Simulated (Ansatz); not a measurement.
# MgSe+ (doublet): from Hartree-Fock to the top rungs at distance Se1–Mg2 = 4.416 Å, cc-pVDZ

How much of the correlation energy of MgSe+ (doublet) does each wave-function method recover here?

Method: cc-pVDZ, core rule «outside noble gas», up to 19 orbitals frozen; program: Ansatz 0.2.0, Gaussian basis.

The runs, in order: UHF; CCSD(T) on ROHF; CCSD(T) on UHF; BCCD(T) on ROHF; CISD as a restricted active space (open shells left free, so some higher excitations enter); CCSDT(Q) on ROHF; CCSDT(Q) on UHF; CASSCF and MRCISD+Q, 3 electrons in 3 orbitals; CASSCF and NEVPT2, 3 electrons in 3 orbitals; Full CI; Full CI in the symmetry of the determinant.

42 further runs of the same task are left out: 23 for a known fault of the program, 15 that didn't finish, 4 set aside as unsound or not needed. Runs told in other sessions of the task aren't counted.

## Step 1: The system

The geometry derives from a PBE0/def2-TZVP stationary point (not a proven minimum). One bond is set to the value named and the two fragments are kept rigid. No spin-orbit coupling is included. The filled d shell of Se may be among the frozen orbitals whatever the setting's name suggests.

2 atoms, charge 1, spin multiplicity 2.

Atoms are counted from 1 here; the program's logs count them from 0.

No contacts short enough for the rule that draws bonds.

## Step 2: UHF

Contents of in.yaml:

```yaml
crystal:
  periodic: [false, false, false]
  atoms:
    - {symbol: Se, position_ang: [0.000000, 0.000000, 0.000000]}
    - {symbol: Mg, position_ang: [0.000000, 0.000000, 4.416000]}
basis:
  gaussian: {orbitals: cc-pVDZ}
total_charge: 1
magnetization: {spin_polarized: true, initial_magnetization: 1}
hamiltonian: {xc: hf}
output: {orbitals: {seedname: orbitals}}
```

On the command line:

```sh
$ ansatz run in.yaml --threads 1 --pin off --events-out ev --progress --plain --max-ram 2393MiB
```

Further steps of the session: CCSD(T) on ROHF; CCSD(T) on UHF; BCCD(T) on ROHF; CISD as a restricted active space (open shells left free, so some higher excitations enter); CCSDT(Q) on ROHF; CCSDT(Q) on UHF; CASSCF and MRCISD+Q, 3 electrons in 3 orbitals; CASSCF and NEVPT2, 3 electrons in 3 orbitals; Full CI; Full CI in the symmetry of the determinant.

**Question.** What will the summary of the whole plan be? Wanted: FCI from the RHF energy; NEVPT2 pair from FCI; MRCISD+Q pair from FCI; T1 diagnostic; effectively unpaired electrons.

The runs gave:

| quantity | value |
| --- | --- |
| FCI from the ROHF energy | -4.5356 eV |
| NEVPT2 pair from FCI | +9.79 kcal/mol |
| MRCISD+Q pair from FCI | -0.64 kcal/mol |
| levels within 1 kcal/mol (43 meV) | MRCISD+Q pair |
| T1 diagnostic | 0.333 |
| effectively unpaired electrons | 3.02 |

In words: MRCISD+Q pair falls below full CI: the +Q correction isn't variational, and the cores differ from full CI's. The occupations show strong static correlation (3.0 unpaired electrons where one determinant has 1). Of the multireference levels listed MRCISD+Q pair comes nearest in total energy (-0.64 kcal/mol), which doesn't show that its space is the better one. The lowest state has another symmetry than the determinant, whose own symmetry lies 0.21 eV higher, so single-reference misses include that gap. Coupled cluster took another determinant than the lowest Hartree-Fock one. These misses are within one basis, not against nature.

With open shells the CI space here admits some higher excitations, so it is larger than plain CISD.
